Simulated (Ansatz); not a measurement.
# CdB2H8: the cost of one run

Method: DFT LDA, plane waves, PAW, scalar-relativistic, no spin polarisation, in Ansatz 0.2.0.

## (1) The starting structure

The cell holds 22 atoms (B4Cd2H16): a = 5.923 Å, b = 5.923 Å, c = 6.234 Å, α = 90.00°, β = 90.00°, γ = 90.00°.

As a file:

```cif
data_structure
_symmetry_space_group_name_H-M 'P 1'
_symmetry_Int_Tables_number 1
_cell_length_a 5.9234
_cell_length_b 5.9234
_cell_length_c 6.2339
_cell_angle_alpha 90.000
_cell_angle_beta 90.000
_cell_angle_gamma 90.000
_cell_volume 218.73
loop_
_atom_site_label
_atom_site_type_symbol
_atom_site_fract_x
_atom_site_fract_y
_atom_site_fract_z
_atom_site_occupancy
Cd1 Cd 0.50000 0.50000 0.49102 1
Cd2 Cd 0.00000 0.00000 0.99102 1
B1 B 0.23591 0.76409 0.72952 1
B2 B 0.76409 0.23591 0.72952 1
B3 B 0.73591 0.73591 0.22952 1
B4 B 0.26409 0.26409 0.22952 1
H1 H 0.04559 0.69785 0.78626 1
H2 H 0.95441 0.30215 0.78626 1
H3 H 0.54559 0.80215 0.28626 1
H4 H 0.45441 0.19785 0.28626 1
H5 H 0.30215 0.95441 0.78626 1
H6 H 0.69785 0.04559 0.78626 1
H7 H 0.80215 0.54559 0.28626 1
H8 H 0.19785 0.45441 0.28626 1
H9 H 0.37214 0.62786 0.80883 1
H10 H 0.62786 0.37214 0.80883 1
H11 H 0.87214 0.87214 0.30883 1
H12 H 0.12786 0.12786 0.30883 1
H13 H 0.22221 0.77779 0.53362 1
H14 H 0.77779 0.22221 0.53362 1
H15 H 0.72221 0.72221 0.03362 1
H16 H 0.27779 0.27779 0.03362 1
```

## (2) Run 1

400 steps of 0.5 fs under a Langevin thermostat at 700 K.

input.yaml reads:

```yaml
accuracy: low
crystal:
  lattice:
    - [5.923415, 0.0, 0.0]
    - [0.0, 5.923415, 0.0]
    - [0.0, 0.0, 6.233902]
  atoms:
    - { symbol: Cd, position: [0.5, 0.5, 0.491023] }
    - { symbol: Cd, position: [0.0, 0.0, 0.991023] }
    - { symbol: B, position: [0.235909, 0.764091, 0.729516] }
    - { symbol: B, position: [0.764091, 0.235909, 0.729516] }
    - { symbol: B, position: [0.735909, 0.735909, 0.229516] }
    - { symbol: B, position: [0.264091, 0.264091, 0.229516] }
    - { symbol: H, position: [0.045591, 0.69785, 0.786265] }
    - { symbol: H, position: [0.954409, 0.30215, 0.786265] }
    - { symbol: H, position: [0.545591, 0.80215, 0.286265] }
    - { symbol: H, position: [0.454409, 0.19785, 0.286265] }
    - { symbol: H, position: [0.30215, 0.954409, 0.786265] }
    - { symbol: H, position: [0.69785, 0.045591, 0.786265] }
    - { symbol: H, position: [0.80215, 0.545591, 0.286265] }
    - { symbol: H, position: [0.19785, 0.454409, 0.286265] }
    - { symbol: H, position: [0.372143, 0.627857, 0.808826] }
    - { symbol: H, position: [0.627857, 0.372143, 0.808826] }
    - { symbol: H, position: [0.872143, 0.872143, 0.308826] }
    - { symbol: H, position: [0.127857, 0.127857, 0.308826] }
    - { symbol: H, position: [0.222213, 0.777787, 0.533616] }
    - { symbol: H, position: [0.777787, 0.222213, 0.533616] }
    - { symbol: H, position: [0.722213, 0.722213, 0.033616] }
    - { symbol: H, position: [0.277787, 0.277787, 0.033616] }
basis:
  ecutwfc: 420.0
kpoints:
  mp_grid: { grid: [2, 2, 2] }
hamiltonian:
  xc: lda
scf:
  occupations: { method: fermi_dirac, width: 0.05 }
  lower_state_search: "off"
md:
  timestep: 0.5
  n_steps: 400
  ensemble: nvt_langevin
  temperature: 700.0
  initial_velocities: maxwell_boltzmann
  seed: 346561
  friction: 0.05
```

Run with:

```
ansatz run input.yaml --threads 1 --pin off --max-ram 3072MiB --backend cpu --events-out ev --progress --plain --runs-dir out
```

What time and memory should one allow on 1 thread of Intel Xeon 6975P-C (Granite Rapids), shared host?

About 8.6 min, with a peak of 0.54 GiB.
